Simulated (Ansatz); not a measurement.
# C3H12BNSi: up Jacob's ladder to CCSD(T)

The task here is to estimate one member of a computed series from the others.

The runs use Ansatz 0.2.0, Gaussian basis; functionals in def2-TZVPP, the program's frozen cores in correlated methods.

Levels to be run: LDA (SPW92), PBE-D4, revPBE-D4, BLYP-D4, r2SCAN-D4, B97M-V, PBE0-D4, B3LYP-D4, r2SCANh-D4, r2SCAN0-D4, HSE06-D4, BHLYP-D4, CAM-B3LYP-D4, LC-ωPBE, ωB97X-V, ωB97M-V, B2PLYP, PBE-QIDH; CCSD(T)/def2-SVP; MP2/def2-TZVPP; RPA on PBE.

1 further run of the same task is left out (it didn't finish). Runs told in other sessions of the task aren't counted.

### The geometry

The geometry comes from an earlier relaxation with PBE0-D4 in a triple-zeta def2 set; it is a stationary point, not always the lowest conformer.

SMILES `BN([SiH3])C(C)C`, 18 atoms, charge 0, spin multiplicity 1.

Atoms are counted from 1 here; the program's logs count them from 0.

Bond lengths: B1–N2 1.396 Å, B1–H7 1.198 Å, B1–H8 1.199 Å, N2–Si3 1.745 Å, N2–C4 1.479 Å, Si3–H9 1.489 Å, Si3–H10 1.480 Å, Si3–H11 1.489 Å, C4–C5 1.519 Å, C4–C6 1.519 Å, C4–H12 1.099 Å, C5–H13 1.092 Å, C5–H14 1.092 Å, C5–H15 1.092 Å, C6–H16 1.092 Å, C6–H17 1.092 Å, C6–H18 1.092 Å. Angles: N2–B1–H7 118.9°, N2–B1–H8 120.6°, H7–B1–H8 120.5°, B1–N2–Si3 122.6°, B1–N2–C4 122.6°, Si3–N2–C4 114.8°, N2–Si3–H9 109.6°, N2–Si3–H10 109.6°, N2–Si3–H11 109.6°, H9–Si3–H10 110.4°, H9–Si3–H11 107.3°, H10–Si3–H11 110.4°, N2–C4–C5 111.1°, N2–C4–C6 111.1°, N2–C4–H12 107.0°, C5–C4–C6 112.3°, C5–C4–H12 107.5°, C6–C4–H12 107.5° and more.

The first run:

in.yaml

```yaml
crystal:
  periodic: [false, false, false]
  atoms:
    - {symbol: B, position_ang: [-0.163170, -1.691440, -0.760250]}
    - {symbol: N, position_ang: [0.437109, -0.640724, -0.064379]}
    - {symbol: Si, position_ang: [2.046657, -0.752051, 0.601535]}
    - {symbol: C, position_ang: [-0.241347, 0.653108, 0.165569]}
    - {symbol: C, position_ang: [-0.529213, 1.360574, -1.147090]}
    - {symbol: C, position_ang: [-1.491204, 0.474058, 1.009406]}
    - {symbol: H, position_ang: [0.447194, -2.710900, -0.909442]}
    - {symbol: H, position_ang: [-1.271659, -1.576506, -1.201694]}
    - {symbol: H, position_ang: [2.902646, 0.318932, 0.021049]}
    - {symbol: H, position_ang: [2.615226, -2.085372, 0.302955]}
    - {symbol: H, position_ang: [1.994775, -0.527775, 2.072458]}
    - {symbol: H, position_ang: [0.454620, 1.284436, 0.735633]}
    - {symbol: H, position_ang: [0.387800, 1.497787, -1.723780]}
    - {symbol: H, position_ang: [-1.228842, 0.777106, -1.749586]}
    - {symbol: H, position_ang: [-0.971663, 2.342563, -0.964240]}
    - {symbol: H, position_ang: [-1.948255, 1.442180, 1.226952]}
    - {symbol: H, position_ang: [-1.254075, -0.015589, 1.956155]}
    - {symbol: H, position_ang: [-2.224199, -0.138989, 0.480547]}
basis:
  gaussian: {orbitals: def2-TZVPP}
hamiltonian: {xc: lda}
output: {orbitals: {seedname: orbitals}}
```

Command:

```console
$ ansatz run in.yaml --threads 4 --pin off --events-out ev --progress --plain --max-ram 11315MiB
```

Among the steps run: LDA; PBE-D4 (GGA); revPBE-D4 (GGA); BLYP-D4 (GGA); r2SCAN-D4 (meta-GGA); B97M-V (meta-GGA); B3LYP-D4 (hybrid); r2SCANh-D4 (hybrid); r2SCAN0-D4 (hybrid); HSE06-D4 (hybrid); BHLYP-D4 (hybrid); CAM-B3LYP-D4 (range-separated); LC-ωPBE (range-separated); ωB97X-V (range-separated); ωB97M-V (range-separated); B2PLYP (double hybrid); PBE-QIDH (double hybrid).

One table of the session follows, with a row left open; its other results are not shown here.

It belongs to the step «Frontier levels by functional». 

| functional | HOMO (eV) | gap (eV) |
| --- | --- | --- |
| LDA (SPW92) | -6.79 | 5.43 |
| PBE-D4 | -6.65 | 5.56 |
| revPBE-D4 | -6.59 | 5.60 |
| BLYP-D4 | ? | ? |
| r2SCAN-D4 | -6.87 | 6.11 |
| B97M-V | -7.03 | 6.12 |
| PBE0-D4 | -7.87 | 7.73 |
| B3LYP-D4 | -7.65 | 7.29 |
| r2SCANh-D4 | -7.33 | 6.90 |
| r2SCAN0-D4 | -8.03 | 8.09 |
| HSE06-D4 | -7.47 | 6.95 |
| BHLYP-D4 | -9.00 | 9.83 |
| CAM-B3LYP-D4 | -9.22 | 10.14 |
| LC-ωPBE | -10.58 | 12.67 |
| ωB97X-V | -10.23 | 12.18 |
| ωB97M-V | -10.16 | 11.83 |

Q: Estimate the row for BLYP-D4 from the others.

Worked estimate for «HOMO (eV)». Against the share of exact exchange, B3LYP-D4 (0.2, -7.65), BHLYP-D4 (0.5, -9.00) give a slope of -4.50 per unit share; at 0 the line stands at -6.75.

As computed: HOMO (eV): -6.51; gap (eV): 5.56. In «HOMO (eV)» the line misses by -0.24.
